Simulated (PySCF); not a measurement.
**SiI₄: a ladder of methods**

Aim: at the PBE0 minimum of singlet SiI₄, found before, compare methods on energies and levels.

The runs use PySCF 2.14.0; several methods, basis Si def2-SVP, I def2-SVP with ECP28, scalar-relativistic core potentials, no spin–orbit coupling, density fitting.

**1. The system as given**

5 atoms, charge 0, spin multiplicity 1.

Bond lengths: Si1–I2 2.442 Å, Si1–I3 2.442 Å, Si1–I4 2.442 Å, Si1–I5 2.442 Å. Angles: I2–Si1–I3 109.5°, I2–Si1–I4 109.5°, I2–Si1–I5 109.5°, I3–Si1–I4 109.5°, I3–Si1–I5 109.5°, I4–Si1–I5 109.5°.

```xyz
5
charge 0 multiplicity 1
Si    0.0000    0.0000    0.0000
I     1.9938   -0.0001    1.4098
I    -1.9938    0.0000    1.4098
I     0.0000    1.9939   -1.4098
I     0.0000   -1.9938   -1.4099
```

**2. PBE0**

The steps are one call of a driver around PySCF; scf.py gives each level's set-up. Each SCF starts from the density of the minimum. The driver also runs the species with one electron less or more at the same geometry (one less: multiplicity 2, one more: multiplicity 2); their logs are not shown.

Input file scf.py:

```python
from pyscf import gto, scf, dft
mol = gto.M(atom='''
Si     0.000000     0.000000     0.000000
I      1.993823    -0.000089     1.409846
I     -1.993823    -0.000000     1.409846
I      0.000045     1.993868    -1.409783
I     -0.000045    -1.993778    -1.409909''',
    basis={'Si': 'def2-SVP', 'I': 'def2-SVP'},
    ecp={'I': 'def2-SVP'},
    charge=0, spin=0)
mf = dft.RKS(mol, xc='PBE0')
mf.grids.atom_grid = (99, 590)
aux = {'Si': 'def2-universal-JKFIT', 'I': 'def2-universal-JKFIT'}
mf = mf.density_fit(auxbasis=aux)
mf.kernel()
```

Standard output:

```text
init E= -1480.29653619907
  HOMO = -0.282547713153954  LUMO = -0.10020365999641  gap/eV = 4.96183
cycle= 1 E= -1480.29653620118  delta_E= -2.11e-09  |g|= 9.41e-06  |ddm|= 0.000116
  HOMO = -0.28254671115321  LUMO = -0.100203184620618  gap/eV = 4.96182
cycle= 2 E= -1480.2965362012  delta_E= -2.05e-11  |g|= 4.6e-06  |ddm|= 2.02e-05
  HOMO = -0.282547506769168  LUMO = -0.100203835224136  gap/eV = 4.96182
Extra cycle  E= -1480.2965362012  delta_E= -9.09e-13  |g|= 3.13e-06  |ddm|= 1.15e-05
converged SCF energy = -1480.2965362012
```

This level, with the species of one electron less or more, ran for 17 s (4 threads, shared host).

| Quantity | Value |
| --- | --- |
| energy | -1480.296536 Eh |
| one electron less (charge +1) | -1479.954597 Eh (doublet, ⟨S²⟩ 0.75) |
| one electron more (charge -1) | -1480.341114 Eh (doublet, ⟨S²⟩ 0.75) |
| Mulliken charge of Si1 | +0.19 e |

**3. HF**

Edit scf.py of step 2 so:

```diff
@@ -11,2 +11 @@
-mf = dft.RKS(mol, xc='PBE0')
-mf.grids.atom_grid = (99, 590)
+mf = scf.RHF(mol)
```

Standard output, cut to the lines that bear on the results:

```text
[... the frontier levels of the middle cycles are left out ...]
init E= -1475.57601301732
  HOMO = -0.362039130355357  LUMO = 0.0291687884361735  gap/eV = 10.64531
cycle= 1 E= -1475.59861762195  delta_E= -0.0226  |g|= 0.0782  |ddm|= 0.684
  HOMO = -0.375814297345983  LUMO = 0.00910307851260939  gap/eV = 10.47414
cycle= 2 E= -1475.600318825  delta_E= -0.0017  |g|= 0.0483  |ddm|= 0.19
  HOMO = -0.373269094164331  LUMO = 0.0181197573496519  gap/eV = 10.65023
cycle= 3 E= -1475.60115246884  delta_E= -0.000834  |g|= 0.0128  |ddm|= 0.0787
cycle= 4 E= -1475.60124294066  delta_E= -9.05e-05  |g|= 0.0014  |ddm|= 0.0339
cycle= 5 E= -1475.60124523442  delta_E= -2.29e-06  |g|= 0.000254  |ddm|= 0.00648
cycle= 6 E= -1475.60124531046  delta_E= -7.6e-08  |g|= 6.21e-05  |ddm|= 0.00131
cycle= 7 E= -1475.60124531411  delta_E= -3.65e-09  |g|= 1.06e-05  |ddm|= 0.000311
cycle= 8 E= -1475.60124531417  delta_E= -6.23e-11  |g|= 1.56e-06  |ddm|= 3.55e-05
  HOMO = -0.374490740651921  LUMO = 0.0177438296880723  gap/eV = 10.67325
Extra cycle  E= -1475.60124531417  delta_E=    0  |g|= 5.4e-07  |ddm|= 3.81e-06
converged SCF energy = -1475.60124531417
```

This level, with the species of one electron less or more, took 7.9 s.

* energy: -1475.601245 Eh
* one electron less (charge +1): -1475.239774 Eh (doublet, ⟨S²⟩ 0.77)
* one electron more (charge -1): -1475.609910 Eh (doublet, ⟨S²⟩ 0.76)
* Mulliken charge of Si1: +0.51 e

**4. MP2**

Edit scf.py of step 3 so:

```diff
@@ -14,0 +15,2 @@
+from pyscf.mp import dfmp2
+dfmp2.DFMP2(mf, frozen=21).kernel()  # the driver gives MP2 a fitting basis of its own (RI)
```

Standard output, cut to the lines that bear on the results:

```text
[... the frontier levels of the middle cycles are left out ...]
init E= -1475.57601301732
  HOMO = -0.362039130355355  LUMO = 0.0291687884361593  gap/eV = 10.64531
cycle= 1 E= -1475.59861762195  delta_E= -0.0226  |g|= 0.0782  |ddm|= 0.684
  HOMO = -0.375814297345982  LUMO = 0.00910307851261649  gap/eV = 10.47414
cycle= 2 E= -1475.600318825  delta_E= -0.0017  |g|= 0.0483  |ddm|= 0.19
  HOMO = -0.373269094164332  LUMO = 0.018119757349659  gap/eV = 10.65023
cycle= 3 E= -1475.60115246884  delta_E= -0.000834  |g|= 0.0128  |ddm|= 0.0787
cycle= 4 E= -1475.60124294066  delta_E= -9.05e-05  |g|= 0.0014  |ddm|= 0.0339
cycle= 5 E= -1475.60124523442  delta_E= -2.29e-06  |g|= 0.000254  |ddm|= 0.00648
cycle= 6 E= -1475.60124531046  delta_E= -7.6e-08  |g|= 6.21e-05  |ddm|= 0.00131
cycle= 7 E= -1475.60124531411  delta_E= -3.65e-09  |g|= 1.06e-05  |ddm|= 0.000311
cycle= 8 E= -1475.60124531417  delta_E= -6.14e-11  |g|= 1.56e-06  |ddm|= 3.55e-05
  HOMO = -0.374490740651936  LUMO = 0.0177438296881149  gap/eV = 10.67325
Extra cycle  E= -1475.60124531417  delta_E= 1.82e-12  |g|= 5.4e-07  |ddm|= 3.81e-06
converged SCF energy = -1475.60124531417
```

This level, with the species of one electron less or more, took 9 s.

- energy: -1476.167596 Eh
- one electron less (charge +1): -1475.820288 Eh (doublet, ⟨S²⟩ 0.77)
- one electron more (charge -1): -1476.189133 Eh (doublet, ⟨S²⟩ 0.76)
- MP2 correlation in its own fitting basis (same spin, opposite spin): -0.56635 Eh (-0.17740, -0.38895)

**5. PBE**

Edit scf.py of step 4 so:

```diff
@@ -11 +11,2 @@
-mf = scf.RHF(mol)
+mf = dft.RKS(mol, xc='PBE')
+mf.grids.atom_grid = (99, 590)
@@ -15,2 +15,0 @@
-from pyscf.mp import dfmp2
-dfmp2.DFMP2(mf, frozen=21).kernel()  # the driver gives MP2 a fitting basis of its own (RI)
```

Standard output, cut to the lines that bear on the results:

```text
[... the frontier levels of the middle cycles are left out ...]
init E= -1480.16234507895
  HOMO = -0.240276817868433  LUMO = -0.128282809533395  gap/eV = 3.04751
cycle= 1 E= -1480.16432589312  delta_E= -0.00198  |g|= 0.0557  |ddm|= 0.343
  HOMO = -0.237791856596493  LUMO = -0.118575824965149  gap/eV = 3.24403
cycle= 2 E= -1480.15953983069  delta_E= 0.00479  |g|= 0.129  |ddm|= 0.248
  HOMO = -0.239497736844627  LUMO = -0.124999495177043  gap/eV = 3.11566
cycle= 3 E= -1480.16528018743  delta_E= -0.00574  |g|= 0.00689  |ddm|= 0.18
cycle= 4 E= -1480.1652934279  delta_E= -1.32e-05  |g|= 0.00132  |ddm|= 0.00983
cycle= 5 E= -1480.16529391175  delta_E= -4.84e-07  |g|= 9.58e-05  |ddm|= 0.00252
cycle= 6 E= -1480.16529391496  delta_E= -3.21e-09  |g|= 1.71e-05  |ddm|= 0.000201
cycle= 7 E= -1480.16529391504  delta_E= -8.5e-11  |g|= 7.56e-07  |ddm|= 2.73e-05
  HOMO = -0.239281759516035  LUMO = -0.124799683442234  gap/eV = 3.11522
Extra cycle  E= -1480.16529391505  delta_E= -5.46e-12  |g|= 1.78e-06  |ddm|= 3.61e-06
converged SCF energy = -1480.16529391505
```

This level, with the species of one electron less or more, took 2.5 min.

- energy: -1480.165294 Eh
- one electron less (charge +1): -1479.843650 Eh (doublet, ⟨S²⟩ 0.75)
- one electron more (charge -1): -1480.208906 Eh (doublet, ⟨S²⟩ 0.75)
- Mulliken charge of Si1: +0.11 e

**6. All levels side by side**

| level | atomisation energy (kJ/mol) | vertical ionisation energy (eV) | vertical electron affinity (eV) | −ε(HOMO) (eV) | gap (eV) | wall time |
| --- | --- | --- | --- | --- | --- | --- |
| PBE0 | 1069 | 9.30 | 1.21 | 7.69 | 4.96 | 17 s |
| HF | 655 | 9.84 | 0.24 | 10.19 | 10.67 | 7.9 s |
| MP2 | – | 9.45 | 0.59 | – | – | 9 s |
| PBE | 1097 | 8.75 | 1.19 | 6.51 | 3.12 | 2.5 min |

Times are for 4 threads, shared host; PBE0 starts from its own converged density, so its time is not comparable. A dash stands where a species or a free atom was not run at that level, or the quantity is not defined.

Atomisation goes to high-spin atoms in their ground configurations, run at the same level, without zero-point energy.

**7. Results**

| quantity | value |
| --- | --- |
| atomisation energy, range | 655 (HF) to 1097 (PBE) kJ/mol |
| vertical ionisation energy, range | 8.75 (PBE) to 9.84 (HF) eV |
| vertical electron affinity, range | 0.24 (HF) to 1.21 (PBE0) eV |
| orbital gap, range | 3.12 (PBE) to 10.67 (HF) eV |

**Reading.** The atomisation energy spreads over 442 kJ/mol, from HF to PBE; without a CCSD(T) value for it there is no yardstick here. Without diffuse functions electron affinities tend to come out too low.  Spin–orbit coupling is left out.
